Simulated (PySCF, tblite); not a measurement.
**C₄H₁₁B₃O₂: geometry, infrared bands and NMR shifts**

What infrared bands and NMR shifts should C₄H₁₁B₃O₂ (`BOB(OB)C1CCC1`) show?

Computed with tblite 0.8.0 and PySCF 2.14.0, with density-fitted response routines of our own, on a single molecule in the gas phase. Atoms count from 0, in the outputs and in this text.

## 1. The starting structure

20 atoms, charge 0, multiplicity 1; geometry from: force field or distance geometry start.

Bonds of the start (Å): B0–O1 1.43, O1–B2 1.46, B2–O3 1.44, O3–B4 1.48, B2–C5 1.58, C5–C6 1.50, C6–C7 1.53, C7–C8 1.52, C8–C5 1.52, B0–H9 1.19, B0–H10 1.17, B4–H11 1.18, B4–H12 1.18, C5–H13 1.11, C6–H14 1.11, C6–H15 1.09, C7–H16 1.12, C7–H17 1.11, C8–H18 1.11, C8–H19 1.10.

## 2. Geometry optimisation with GFN2-xTB

Job settings and geometry (Å):

```
{"job": {"kind": "relax", "xc": "GFN2-xTB", "basis": "xTB"}, "charge": 0, "multiplicity": 1}
B      1.019400     2.448100     0.641500
O      1.794600     1.301000     0.264600
B      0.965000     0.299000    -0.400900
O      1.626900    -0.591200    -1.324000
B      2.806600    -1.108100    -0.594800
C     -0.558800     0.247000     0.001500
C     -1.520600    -0.264900    -1.033100
C     -2.307200    -0.848200     0.139400
C     -0.967600    -0.946000     0.857000
H      0.827600     3.262700    -0.205400
H      0.972100     2.745200     1.773800
H      2.629800    -2.086600     0.049100
H      3.847600    -0.557900    -0.607600
H     -0.858700     1.176700     0.530900
H     -1.097300    -1.116400    -1.603300
H     -2.055200     0.490000    -1.610300
H     -2.963600    -0.104100     0.656600
H     -2.803900    -1.821000    -0.069800
H     -1.008400    -0.694200     1.941800
H     -0.353400    -1.820500     0.589800
```

Command:

```console
> OMP_NUM_THREADS=1 python probes_run.py task.json out
```

This one command runs all jobs of the session in turn.

**Question.** This job is followed by: GFN2-xTB harmonic vibrations, gas phase; GIAO PBE0/pcSseg-1 NMR shielding, non-relativistic, gas phase. Predict these results of the whole session: strongest single infrared mode (GFN2-xTB); zero-point energy (GFN2-xTB); ¹³C shifts against TMS (PBE0/pcSseg-1, means over atoms taken as alike); ¹H shifts against TMS (PBE0/pcSseg-1, means over atoms taken as alike); ¹¹B shifts against BF3·OEt2 (PBE0/pcSseg-1, means over atoms taken as alike); ¹⁷O shifts against H2O (PBE0/pcSseg-1, means over atoms taken as alike).

**Answer**, as computed:

| quantity | value |
| --- | --- |
| strongest single infrared mode (GFN2-xTB) | 1552 cm⁻¹, 1052 km/mol |
| zero-point energy (GFN2-xTB) | 96.7 kcal/mol |
| ¹³C shifts against TMS (PBE0/pcSseg-1, means over atoms taken as alike) | 25.1, 23.1, 22.4 ppm |
| ¹H shifts against TMS (PBE0/pcSseg-1, means over atoms taken as alike) | 5.48, 2.37, 2.19, 2.13, 2.13, 1.98 ppm |
| ¹¹B shifts against BF3·OEt2 (PBE0/pcSseg-1, means over atoms taken as alike) | 40.6, 21.6 ppm |
| ¹⁷O shifts against H2O (PBE0/pcSseg-1, means over atoms taken as alike) | 270.5 ppm |

In words: The optimisation took 124 steps and gained 2.571 eV; among the close pairs (by a distance rule), O3–B4 changed most, from 1.480 to 1.299 Å. No mode is imaginary among the 54: a minimum at this level. Unscaled tight-binding wavenumbers are off by several per cent, some by more. Its intensities can rank the bands wrongly. At PBE0/pcSseg-1: Shielding is most anisotropic at O1, O3 (span 270 ppm, paramagnetic term -324 ppm).
